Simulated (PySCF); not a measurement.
# CH5B2Br (SMILES BCBBr): MP2/def2-SVP

Wanted: a single-point energy of CH5B2Br. 

The calculation is run with PySCF 2.14.0.

5 further runs of the same task are left out: 5 set aside as unsound or not needed.

### 1 The system as given

CH5B2Br has 9 atoms, charge 0, and is taken as a singlet. SMILES: `BCBBr`. The coordinates come from a GFN2-xTB relaxation. This is one conformer, not always the lowest.

Bond lengths: B1–C2 1.575 Å, C2–B3 1.569 Å, B3–Br4 1.863 Å, B1–H5 1.169 Å, B1–H6 1.169 Å, C2–H7 1.090 Å, C2–H8 1.091 Å, B3–H9 1.172 Å. Some angles: B1–C2–B3 105.7°, C2–B3–Br4 120.4°, B1–C2–H7 110.1°, B1–C2–H8 110.4°, B3–C2–H7 109.9°, B3–C2–H8 111.2°, C2–B1–H5 120.2°, C2–B1–H6 119.7°, C2–B3–H9 122.1°, Br4–B3–H9 117.5°.

### 2 The energy at MP2/def2-SVP

Contents of job.py:

```python
# BCBBr
from pyscf import gto, mp

mol = gto.M(
    atom='''
B        0.075450       1.094430      -0.729330
C        0.563370      -0.319800      -0.235520
B       -0.376120      -0.698130       0.962810
Br      -1.973980      -1.606510       0.658120
H       -0.706460       1.176950      -1.594600
H        0.461320       2.059630      -0.194200
H        1.596550      -0.260520       0.106600
H        0.488250      -1.050740      -1.041960
H       -0.128380      -0.395310       2.068080
''',
    basis='def2-svp',
    max_memory=1860,
    verbose=4,
)

mf = mol.RHF()
mf.conv_tol = 1e-10
mf.kernel()
if not mf.converged:
    mf = mf.newton().run(mf.mo_coeff, mf.mo_occ)

pt = mp.MP2(mf, frozen=1).run()
e_tot = pt.e_tot
print('E = %.10f Eh' % e_tot)
```

The run is started by

```bash
$ OMP_NUM_THREADS=1 python job.py
```

Log:

```text
PySCF version 2.14.0

[INPUT] num. atoms = 9
[INPUT] num. electrons = 56
[INPUT] charge = 0
[INPUT] spin (= nelec alpha-beta = 2S) = 0
[INPUT] symmetry False subgroup None
[INPUT] Mole.unit = angstrom
[INPUT] Symbol           X                Y                Z      unit          X                Y                Z       unit  Magmom
[INPUT]  1 B      0.075450000000   1.094430000000  -0.729330000000 AA    0.142579836098   2.068172962508  -1.378233954429 Bohr   0.0
[INPUT]  2 C      0.563370000000  -0.319800000000  -0.235520000000 AA    1.064615006796  -0.604334414636  -0.445068296858 Bohr   0.0
[INPUT]  3 B     -0.376120000000  -0.698130000000   0.962810000000 AA   -0.710763789971  -1.319274499343   1.819447209992 Bohr   0.0
[INPUT]  4 Br    -1.973980000000  -1.606510000000   0.658120000000 AA   -3.730281575369  -3.035863916375   1.243666557099 Bohr   0.0
[INPUT]  5 H     -0.706460000000   1.176950000000  -1.594600000000 AA   -1.335015917960   2.224113162307  -3.013357278231 Bohr   0.0
[INPUT]  6 H      0.461320000000   2.059630000000  -0.194200000000 AA    0.871768455784   3.892136617938  -0.366984813391 Bohr   0.0
[INPUT]  7 H      1.596550000000  -0.260520000000   0.106600000000 AA    3.017042244174  -0.492311449972   0.201444804879 Bohr   0.0
[INPUT]  8 H      0.488250000000  -1.050740000000  -1.041960000000 AA    0.922658780319  -1.985610828125  -1.969019032752 Bohr   0.0
[INPUT]  9 H     -0.128380000000  -0.395310000000   2.068080000000 AA   -0.242603039872  -0.747027634302   3.908104803691 Bohr   0.0

nuclear repulsion = 190.546797644373
number of shells = 45
number of NR pGTOs = 181
number of NR cGTOs = 99
basis = def2-svp
ecp = {}

******** <class 'pyscf.scf.hf.RHF'> ********
method = RHF
initial guess = minao
damping factor = 0
level_shift factor = 0
DIIS = <class 'pyscf.scf.diis.CDIIS'>
diis_start_cycle = 1
diis_space = 8
diis_damp = 0
SCF conv_tol = 1e-10
SCF conv_tol_grad = None
SCF max_cycles = 50
direct_scf = True
direct_scf_tol = 1e-13
Set gradient conv threshold to 1e-05
Initial guess from minao.
init E= -2661.55335769873
  HOMO = -0.310972615628377  LUMO = -0.0301782195017513  gap/eV = 7.64080
cycle= 1 E= -2662.14220124755  delta_E= -0.589  |g|= 0.363  |ddm|= 2.72
  HOMO = -0.399366266019764  LUMO = 0.019090234404378  gap/eV = 11.38678
cycle= 2 E= -2662.19266127899  delta_E= -0.0505  |g|= 0.135  |ddm|= 0.578
  HOMO = -0.402406552641199  LUMO = 0.0565217750496858  gap/eV = 12.48808
cycle= 3 E= -2662.19869095211  delta_E= -0.00603  |g|= 0.0495  |ddm|= 0.218
  HOMO = -0.402750522507461  LUMO = 0.0546652080523513  gap/eV = 12.44692
cycle= 4 E= -2662.19962671156  delta_E= -0.000936  |g|= 0.00885  |ddm|= 0.0708
  HOMO = -0.402849415211908  LUMO = 0.0535975763652941  gap/eV = 12.42056
cycle= 5 E= -2662.19966713931  delta_E= -4.04e-05  |g|= 0.00276  |ddm|= 0.0153
  HOMO = -0.402828842137907  LUMO = 0.0536274186157693  gap/eV = 12.42081
cycle= 6 E= -2662.19967357918  delta_E= -6.44e-06  |g|= 0.00083  |ddm|= 0.00709
  HOMO = -0.40294457252369  LUMO = 0.0537089113285285  gap/eV = 12.42617
cycle= 7 E= -2662.19967421578  delta_E= -6.37e-07  |g|= 0.0002  |ddm|= 0.00231
  HOMO = -0.402912108739653  LUMO = 0.0537077327679985  gap/eV = 12.42526
cycle= 8 E= -2662.19967424456  delta_E= -2.88e-08  |g|= 4.37e-05  |ddm|= 0.000466
  HOMO = -0.402913656845736  LUMO = 0.0537084392271723  gap/eV = 12.42532
cycle= 9 E= -2662.19967424626  delta_E= -1.71e-09  |g|= 1.46e-05  |ddm|= 0.000125
  HOMO = -0.402914056297129  LUMO = 0.0537070495980609  gap/eV = 12.42529
cycle= 10 E= -2662.19967424651  delta_E= -2.42e-10  |g|= 5.51e-06  |ddm|= 4.42e-05
  HOMO = -0.402913414085353  LUMO = 0.0537067040619883  gap/eV = 12.42527
cycle= 11 E= -2662.19967424653  delta_E= -2.32e-11  |g|= 1.67e-06  |ddm|= 1.99e-05
  HOMO = -0.402913366101628  LUMO = 0.0537068127446707  gap/eV = 12.42527
Extra cycle  E= -2662.19967424653  delta_E= -2.73e-12  |g|= 8.93e-07  |ddm|= 3.33e-06
converged SCF energy = -2662.19967424653

******** <class 'pyscf.mp.mp2.RMP2'> ********
nocc = 27, nmo = 98
frozen orbitals 1
E(RMP2) = -2662.78179396767  E_corr = -0.582119721139554
E(SCS-RMP2) = -2662.76603645667  E_corr = -0.566362210135728
E_corr(same-spin) = -0.152517063728926
E_corr(oppo-spin) = -0.429602657410627
E = -2662.7817939677 Eh
```

Run time: 4.5 s. Hardware: 1 thread of Arm Neoverse N1, shared host; peak memory 0.31 GiB.

### 3 Outcome

Level: MP2/def2-SVP, 1 core orbital frozen.

| quantity | value |
| --- | --- |
| total energy | -2662.78179 Eh |
| dipole moment (Hartree–Fock density) | 1.27 D |
| HOMO energy (Hartree–Fock orbitals) | -10.96 eV |
| LUMO energy (Hartree–Fock orbitals) | 1.46 eV |
| HOMO–LUMO gap (Hartree–Fock orbitals) | 12.43 eV |
| correlation energy (1 core orbital frozen) | -582.1 mEh |
